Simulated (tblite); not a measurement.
# C4H12GeSi: the cost of one run

Computed with tblite 0.8.0 and PySCF 2.14.0, with density-fitted response routines of our own, on a single molecule in the gas phase. Atoms count from 0, in the outputs and in this text.

## Step 1: Starting geometry

18 atoms, charge 0, multiplicity 1; geometry from: force field or distance geometry start.

Bonds of the start (Å): C0–C1 1.35, C1–C2 1.50, C2–Ge3 1.94, Ge3–C4 1.95, C4–Si5 1.88, C0–H6 1.09, C0–H7 1.08, C1–H8 1.07, C2–H9 1.12, C2–H10 1.10, Ge3–H11 1.56, Ge3–H12 1.56, C4–H13 1.11, C4–H14 1.10, Si5–H15 1.46, Si5–H16 1.46, Si5–H17 1.47.

## Step 2: Geometry optimisation with GFN2-xTB

The job: settings as JSON, then the geometry in Å.

```
{"job": {"kind": "relax", "xc": "GFN2-xTB", "basis": "xTB"}, "charge": 0, "multiplicity": 1}
C      2.691600     0.605000    -0.073800
C      1.584500     0.723900    -0.842000
C      0.839900    -0.489700    -1.299700
Ge    -0.087400    -1.341800     0.178800
C     -1.146500    -0.049100     1.180500
Si    -2.454700     0.684600     0.053400
H      3.218300     1.500700     0.239400
H      3.057100    -0.361000     0.241000
H      1.259500     1.702700    -1.137400
H      0.066100    -0.174100    -2.043900
H      1.517100    -1.211600    -1.788800
H     -1.014900    -2.471900    -0.352800
H      0.959800    -1.967600     1.152300
H     -0.479200     0.759400     1.545000
H     -1.640100    -0.540600     2.033400
H     -1.805200     1.404500    -1.039600
H     -3.295900    -0.386900    -0.477000
H     -3.278600     1.619700     0.826000
```

Launch:

```sh
> OMP_NUM_THREADS=1 python probes_run.py task.json out
```

The driver reads the jobs from task.json and runs them one after another.

Q: Estimate the wall time and peak memory of this first job on 1 thread of Intel Xeon at 2.50GHz, shared host.

About 2.5 s, with a peak of 0.18 GiB.
